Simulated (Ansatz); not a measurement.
**CH₆BNS: up Jacob's ladder to CCSD(T)**

One table from this session's results is given with a row withheld; the runs are named, their logs left out.

Method: functionals in def2-TZVPP, the program's frozen cores in correlated methods; program: Ansatz 0.2.0, Gaussian basis.

Plan: LDA (SPW92), PBE-D4, revPBE-D4, BLYP-D4, r2SCAN-D4, B97M-V, PBE0-D4, B3LYP-D4, r2SCANh-D4, r2SCAN0-D4, HSE06-D4, BHLYP-D4, CAM-B3LYP-D4, LC-ωPBE, ωB97X-V, ωB97M-V, B2PLYP, PBE-QIDH; CCSD(T)/def2-SVP; CCSD(T)/def2-TZVPP; MP2/def2-QZVPP; extrapolation to the limit; RPA on PBE.

**The relaxed structure**

The geometry comes from an earlier relaxation with PBE0-D4 in a triple-zeta def2 set; it is a stationary point, not always the lowest conformer.

SMILES `CNBS`, 10 atoms, charge 0, spin multiplicity 1.

Atoms are counted from 1 here; the program's logs count them from 0.

Bond lengths: C1–N2 1.444 Å, C1–H5 1.095 Å, C1–H6 1.095 Å, C1–H7 1.090 Å, N2–B3 1.389 Å, N2–H8 1.009 Å, B3–S4 1.820 Å, B3–H9 1.195 Å, S4–H10 1.339 Å. Angles: N2–C1–H5 111.6°, N2–C1–H6 111.6°, N2–C1–H7 109.1°, H5–C1–H6 108.1°, H5–C1–H7 108.1°, H6–C1–H7 108.1°, C1–N2–B3 125.8°, C1–N2–H8 114.1°, B3–N2–H8 120.1°, N2–B3–S4 119.9°, N2–B3–H9 119.9°, S4–B3–H9 120.2°, B3–S4–H10 96.2°.

Set-up of the first run:

File in.yaml:

```yaml
crystal:
  periodic: [false, false, false]
  atoms:
    - {symbol: C, position_ang: [-1.419795, 0.603243, -0.178227]}
    - {symbol: N, position_ang: [-0.345961, -0.358312, -0.260453]}
    - {symbol: B, position_ang: [0.946050, -0.176293, 0.215673]}
    - {symbol: S, position_ang: [2.178222, -1.501657, 0.025410]}
    - {symbol: H, position_ang: [-1.782489, 0.888862, -1.170669]}
    - {symbol: H, position_ang: [-2.266936, 0.213798, 0.395113]}
    - {symbol: H, position_ang: [-1.056467, 1.501080, 0.321265]}
    - {symbol: H, position_ang: [-0.601167, -1.223679, -0.711127]}
    - {symbol: H, position_ang: [1.244805, 0.850191, 0.748873]}
    - {symbol: H, position_ang: [3.186738, -0.848432, 0.617042]}
basis:
  gaussian: {orbitals: def2-TZVPP}
hamiltonian: {xc: lda}
output: {orbitals: {seedname: orbitals}}
```

Among the steps run: LDA; PBE-D4 (GGA); revPBE-D4 (GGA); BLYP-D4 (GGA); r2SCAN-D4 (meta-GGA); B97M-V (meta-GGA); PBE0-D4 (hybrid); B3LYP-D4 (hybrid); r2SCANh-D4 (hybrid); r2SCAN0-D4 (hybrid); HSE06-D4 (hybrid); BHLYP-D4 (hybrid); CAM-B3LYP-D4 (range-separated); LC-ωPBE (range-separated); ωB97X-V (range-separated); ωB97M-V (range-separated); B2PLYP (double hybrid); PBE-QIDH (double hybrid).

One of the session's tables, all rows but one given; the rest of the session is left out.

It belongs to the step «Orbital energies across the functionals». 

| functional | HOMO (eV) | LUMO (eV) | gap (eV) |
| --- | --- | --- | --- |
| LDA (SPW92) | -5.81 | -0.66 | 5.15 |
| PBE-D4 | -5.69 | -0.43 | 5.25 |
| revPBE-D4 | -5.64 | -0.34 | 5.30 |
| BLYP-D4 | -5.53 | -0.28 | 5.25 |
| r2SCAN-D4 | -5.94 | -0.12 | 5.82 |
| B97M-V | -6.04 | -0.13 | 5.91 |
| PBE0-D4 | -6.90 | 0.49 | 7.39 |
| B3LYP-D4 | -6.66 | 0.28 | 6.94 |
| r2SCANh-D4 | -6.39 | 0.20 | 6.60 |
| r2SCAN0-D4 | ? | ? | ? |
| HSE06-D4 | -6.50 | 0.11 | 6.61 |
| BHLYP-D4 | -7.99 | 1.39 | 9.38 |
| CAM-B3LYP-D4 | -8.20 | 1.53 | 9.74 |
| LC-ωPBE | -9.58 | 2.67 | 12.26 |
| ωB97X-V | -9.22 | 2.58 | 11.80 |
| ωB97M-V | -9.08 | 2.21 | 11.29 |

Q: Estimate the row for r2SCAN0-D4 from the others.

Worked estimate for «HOMO (eV)». Against the share of exact exchange, r2SCAN-D4 (0, -5.94), r2SCANh-D4 (0.1, -6.39) give a slope of -4.50 per unit share; at 0.25 the line stands at -7.06.

As computed: HOMO (eV): -7.07; LUMO (eV): 0.68; gap (eV): 7.75. In «HOMO (eV)» the line misses by +0.01.
